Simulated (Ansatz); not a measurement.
The system is HfIn4SiO6.

```
Hf In Si O
1.0
     5.27743    0.00000    0.00000
    -2.63872    4.57039    0.00000
     0.00000    0.00000   10.55905
Hf In Si O
1 4 1 6
Direct
  0.00000 0.00000 0.00000
  0.33333 0.66667 0.30446
  0.33333 0.66667 0.69554
  0.66667 0.33333 0.78919
  0.66667 0.33333 0.21081
  0.33333 0.66667 0.00000
  0.30634 0.37162 0.89972
  0.62838 0.69366 0.10028
  0.62838 0.93471 0.89972
  0.06529 0.37162 0.10028
  0.06529 0.69366 0.89972
  0.30634 0.93471 0.10028
```

The cell was built by a generator and needn't be a form met in nature.

Base run:

- Program: Ansatz 0.2.0
- Functional: PBE
- Potentials or basis: Ansatz PAW
- Cutoff: 420 eV
- Density cutoff: 1680 eV
- k mesh: 6 × 6 × 3
- Occupations: fermi-dirac, width 0.05 eV
- Spin: no spin polarisation

Its results: band gap on the k mesh none (metal or under the smearing width).

**Question.** After a change of settings the same cell gave: band gap on the k mesh 0.84 eV, indirect (least direct gap 2.84 eV). Which change was it?
A. functional from PBE to r2SCAN0; cutoff from 420 eV to 500 eV; density cutoff from 1680 eV to 2000 eV; k mesh from 6 × 6 × 3 to 3 × 3 × 1
B. k mesh from 6 × 6 × 3 to 4 × 4 × 2; spin from no spin polarisation to spin-orbit coupling, no magnetisation; potential files from those of the base run to others of the same set
C. potentials or basis from Ansatz PAW to Ansatz NC; cutoff from 420 eV to 1240 eV; density cutoff from 1680 eV to 4960 eV

**Answer.** A.

Caveats: some runs use coarse meshes; odd divisions of the mesh miss points on the zone boundary, where band edges often lie, so the gap on the mesh can be too wide (some runs); spin-orbit coupling is left out, which moves the levels of the heavy elements (some runs).

Not every run made on this cell is shown here.
